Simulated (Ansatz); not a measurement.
Crystal: MgMnNbO4.

```
CELL_PARAMETERS angstrom
-2.08534 2.08754 4.74474
2.08534 -2.08754 4.74474
2.08534 2.08754 -4.74474
ATOMIC_POSITIONS crystal
Nb 0.00012 0.00012 0.00000
Mn 0.74909 0.24909 0.50000
Mg 0.25039 0.75040 0.50000
O 0.77550 0.77550 0.00000
O 0.01287 0.51287 0.50000
O 0.22477 0.22477 0.00000
O 0.48725 0.98725 0.50000
```

The cell comes from a database or a generator and needn't be the stable form of this composition.

| Quantity | Value |
| --- | --- |
| Program | Ansatz 0.2.0 |
| Task | single point |
| Functional | PBE |
| Potentials or basis | Ansatz PAW |
| Cutoff | 420 eV (not typed: the program's choice for these potentials) |
| k mesh | 9 × 9 × 9 |
| Occupations | fermi-dirac, width 0.05 eV |
| Spin | collinear spin, ferromagnetic start |
| Starting moments | [0.0, 4.0, 0.0, 0.0, 0.0, 0.0, 0.0] μB |

On this cell: pressure -5.5 GPa; largest force 0.092 eV/Å; net moment 3.84 μB per cell; site moments Nb -0.42; Mn +3.82; Mg +0.00; O +0.04, +0.07 μB; band gap on the k mesh none (metal or under the smearing width).

The same run follows on a disturbed copy (atoms moved at random, drawn with an rms of 0.05 Å):

```xyz
7
Lattice="-2.0853 2.0875 4.7447 2.0853 -2.0875 4.7447 2.0853 2.0875 -4.7447" Properties=species:S:1:pos:R:3 pbc="T T T"
Nb   -0.0429   -0.0214    0.0461
Mn   -0.0379    2.0788    2.3821
Mg    2.0581    0.0440    2.3871
O     0.0113    0.0494    7.3574
O     2.0698   -0.0105    0.1377
O    -0.0795   -0.0094    2.1458
O     2.1123    0.0077    4.5706
```

What does the disturbed cell give?

The energy (extrapolated to zero smearing) moves by +11.1 meV/atom; pressure -5.7 GPa; largest force 0.909 eV/Å; net moment 3.80 μB per cell; site moments Nb -0.40; Mn +3.74; Mg +0.00; O +0.05, +0.06, +0.03, +0.07 μB; band gap on the k mesh none (metal or under the smearing width).

Forces on the atoms (eV/Å):
```
Nb   0.176  0.117 -0.885
Mn   0.274  0.180 -0.067
Mg  -0.191 -0.251  0.130
O   -0.537 -0.326  0.137
O    0.030  0.069  0.176
O    0.571  0.159  0.126
O   -0.322  0.053  0.381
```

Stress tensor (GPa, compression positive):
```
-6.10  0.05 -0.03
 0.05 -6.90  0.52
-0.03  0.52 -4.24
```

Caveats: a cell with one magnetic atom can't hold antiferromagnetic order, which such compounds often take; semilocal functionals often make such compounds metallic where correlation or magnetic order opens a gap, which also shifts bond lengths.
